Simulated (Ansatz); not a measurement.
**CH4BFO: taking an electron away**

One table from this session's results is given with a row withheld; the runs are named, their logs left out.

Program: Ansatz 0.2.0, Gaussian basis. Level of theory: unrestricted cation, the program's frozen cores in correlated methods. These are calculated values, not measurements.

The runs, in order: UKS PBE-D4/def2-TZVPP; UKS r2SCAN-D4/def2-TZVPP; UKS PBE0-D4/def2-TZVPP; UKS B3LYP-D4/def2-TZVPP; UKS wB97X-V/def2-TZVPP; UKS wB97M-V/def2-TZVPP; UKS B2PLYP/def2-TZVPP; UHF-MP2/def2-TZVPP; UHF-MP2/def2-QZVPP; then −ε(HOMO) from the neutral's earlier runs with LDA (SPW92), PBE-D4, revPBE-D4, BLYP-D4, r2SCAN-D4, B97M-V, PBE0-D4, B3LYP-D4, r2SCANh-D4, r2SCAN0-D4, HSE06-D4, BHLYP-D4, CAM-B3LYP-D4, LC-ωPBE, ωB97X-V, ωB97M-V.

1 further run of the same task is left out (it didn't finish).

## The geometry

An earlier PBE0-D4 in a triple-zeta def2 set relaxation fixed the geometry.

SMILES `OBCF`, 8 atoms, charge 0, spin multiplicity 1.

Atoms are counted from 1 here; the program's logs count them from 0.

Bond lengths: O1–B2 1.352 Å, O1–H5 0.960 Å, B2–C3 1.572 Å, B2–H6 1.200 Å, C3–F4 1.389 Å, C3–H7 1.098 Å, C3–H8 1.098 Å. Angles: B2–O1–H5 113.6°, O1–B2–C3 116.8°, O1–B2–H6 121.2°, C3–B2–H6 122.0°, B2–C3–F4 112.6°, B2–C3–H7 110.8°, B2–C3–H8 110.7°, F4–C3–H7 108.1°, F4–C3–H8 108.1°, H7–C3–H8 106.3°.

Set-up of the first run:

Input file in.yaml:

```yaml
crystal:
  periodic: [false, false, false]
  atoms:
    - {symbol: O, position_ang: [-0.242210, 1.079490, -1.168597]}
    - {symbol: B, position_ang: [0.106698, 0.597613, 0.045448]}
    - {symbol: C, position_ang: [-0.021407, -0.954833, 0.254082]}
    - {symbol: F, position_ang: [0.362024, -1.355093, 1.527500]}
    - {symbol: H, position_ang: [-0.147107, 2.031211, -1.246331]}
    - {symbol: H, position_ang: [0.494300, 1.326984, 0.916608]}
    - {symbol: H, position_ang: [0.595505, -1.497464, -0.474339]}
    - {symbol: H, position_ang: [-1.055704, -1.284907, 0.089731]}
basis:
  gaussian: {orbitals: def2-TZVPP}
total_charge: 1
magnetization: {spin_polarized: true, initial_magnetization: 1}
hamiltonian: {xc: pbe, dispersion: d4}
```

Run with:

```sh
$ ansatz run in.yaml --threads 2 --pin off --events-out ev --progress --plain --max-ram 4352MiB
```

Among the steps run: Cation, UKS PBE-D4/def2-TZVPP; Cation, UKS r2SCAN-D4/def2-TZVPP; Cation, UKS PBE0-D4/def2-TZVPP; Cation, UKS B3LYP-D4/def2-TZVPP; Cation, UKS wB97X-V/def2-TZVPP; Cation, UKS wB97M-V/def2-TZVPP; Cation, UKS B2PLYP (frozen core)/def2-TZVPP; Cation, UHF-MP2/def2-TZVPP; Cation, UHF-MP2/def2-QZVPP.

One table of the session follows, with a row left open; its other results are not shown here.

For comparison, −ε(HOMO) of the neutral from earlier runs:

| functional | −ε(HOMO) (eV) |
| --- | --- |
| LDA (SPW92) | 7.10 |
| PBE-D4 | 6.99 |
| revPBE-D4 | 6.94 |
| BLYP-D4 | 6.95 |
| r2SCAN-D4 | 7.33 |
| B97M-V | 7.48 |
| PBE0-D4 | 8.60 |
| B3LYP-D4 | 8.40 |
| r2SCANh-D4 | 7.93 |
| r2SCAN0-D4 | 8.82 |
| HSE06-D4 | 8.19 |
| BHLYP-D4 | ? |
| CAM-B3LYP-D4 | 10.11 |
| LC-ωPBE | 11.43 |
| ωB97X-V | 11.09 |
| ωB97M-V | 10.97 |

Estimate the missing values for BHLYP-D4.

Worked estimate for «−ε(HOMO) (eV)». Against the share of exact exchange, BLYP-D4 (0, 6.95), B3LYP-D4 (0.2, 8.40) give a slope of 7.25 per unit share; at 0.5 the line stands at 10.57.

**Answer.** −ε(HOMO) (eV): 10.16. In «−ε(HOMO) (eV)» the line misses by +0.41.
